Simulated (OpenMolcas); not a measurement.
# doublet [Si4H10]+ at UB3LYP/6-31G(d) (spherical functions)

Aim: the energy of doublet [Si4H10]+. 

The results are computed with OpenMolcas 26.06.

## (1) The molecule

The species is [Si4H10]+ (14 atoms), meant as a doublet with charge +1. SMILES of the parent species: `[SiH3][SiH]([SiH3])[SiH3]`. Geometry: relaxed at PBE0-D4/def2-TZVP. That shape belongs to the parent species and isn't relaxed for this state.

Bond lengths: Si1–Si2 2.337 Å, Si2–Si3 2.337 Å, Si2–Si4 2.337 Å, Si1–H5 1.488 Å, Si1–H6 1.488 Å, Si1–H7 1.488 Å, Si2–H8 1.492 Å, Si3–H9 1.488 Å, Si3–H10 1.488 Å, Si3–H11 1.488 Å, Si4–H12 1.488 Å, Si4–H13 1.488 Å, Si4–H14 1.488 Å. Some angles: Si1–Si2–Si3 109.6°, Si1–Si2–Si4 109.6°, Si3–Si2–Si4 109.6°, Si1–Si2–H8 109.3°, Si3–Si2–H8 109.3°, Si4–Si2–H8 109.3°, Si2–Si1–H5 110.8°, Si2–Si1–H6 110.8°, Si2–Si1–H7 109.2°, Si2–Si3–H9 109.2°.

## (2) The energy at UB3LYP/6-31G(d) (spherical functions)

coord.xyz reads:

```xyz
14

Si    -1.586600     0.449770    -1.468220
Si    -0.437700    -0.033320     0.509060
Si     1.124000     1.651140     0.941090
Si     0.660040    -2.085920     0.297480
H     -2.588800    -0.607930    -1.768740
H     -2.287510     1.758070    -1.365710
H     -0.615640     0.517850    -2.593590
H     -1.409520    -0.107160     1.639330
H      2.091010     1.722300    -0.187470
H      1.875310     1.366450     2.193260
H      0.452630     2.971990     1.075490
H      1.404530    -2.417500     1.542160
H      1.628750    -2.008150    -0.829180
H     -0.310500    -3.177580     0.015050
```

job.input reads:

```
>>> EXPORT MOLCAS_PRINT=2
&GATEWAY
BASLIB=$CurrDir
COORD=coord.xyz
BASIS=6-31Gs
GROUP=NoSym
&SEWARD
GRIDINPUT
Grid=UltraFine
End of Grid
&SCF
UHF
CHARGE=1
SPIN=2
KSDFT=B3LYP
THRESHOLDS=1e-10 1e-07 1e-07 1e-05
PRORBITALS=1 1
```

The basis set 6-31G* is read from a file made from the Basis Set Exchange's data (not shown).

Started as:

```sh
export MOLCAS_MEM=1860
pymolcas job.input > job.log
```

Standard output:

```text
--- Start Module: gateway ---
[...]
--- Stop Module: gateway /rc=_RC_ALL_IS_WELL_ ---
--- Start Module: seward ---
[...]
      Basis functions           92
--- Stop Module: seward /rc=_RC_ALL_IS_WELL_ ---
[...]
--- Start Module: scf ---
[...]
       Convergence after  31 Iterations
[...]
::    Total KS-DFT energy                           -1163.6217418857
[...]
      Total spin, S                                     0.5020965054
[...]
      Total electronic charge=   65.000000
      Total            charge=    1.000000
[...]
      Dipole Moment (debye):
      Origin of the operator (angstrom)=   -0.0531   -0.0041    0.0618
                   X= -9.5870E-01               Y=  1.8959E-01               Z= -4.1142E-01           Total=  1.0603E+00
      Center of Charge (angstrom)
[...]
--- Stop Module: scf /rc=_RC_ALL_IS_WELL_ ---
[...]
```

Run time: 2 min. Hardware: 1 thread of Arm Neoverse V1, shared host; peak memory 0.51 GiB.

## (3) Summary of results

Level: UB3LYP/6-31G* (spherical functions).

| quantity | value |
| --- | --- |
| total energy | -1163.62174 Eh |
| HOMO energy (highest over α and β) | -12.66 eV |
| LUMO energy (lowest over α and β) | -11.57 eV |
| ⟨S²⟩ | 0.754 |

In words: Mulliken charges run from -0.05 on Si2 to +0.34 on Si1; they depend strongly on the basis.
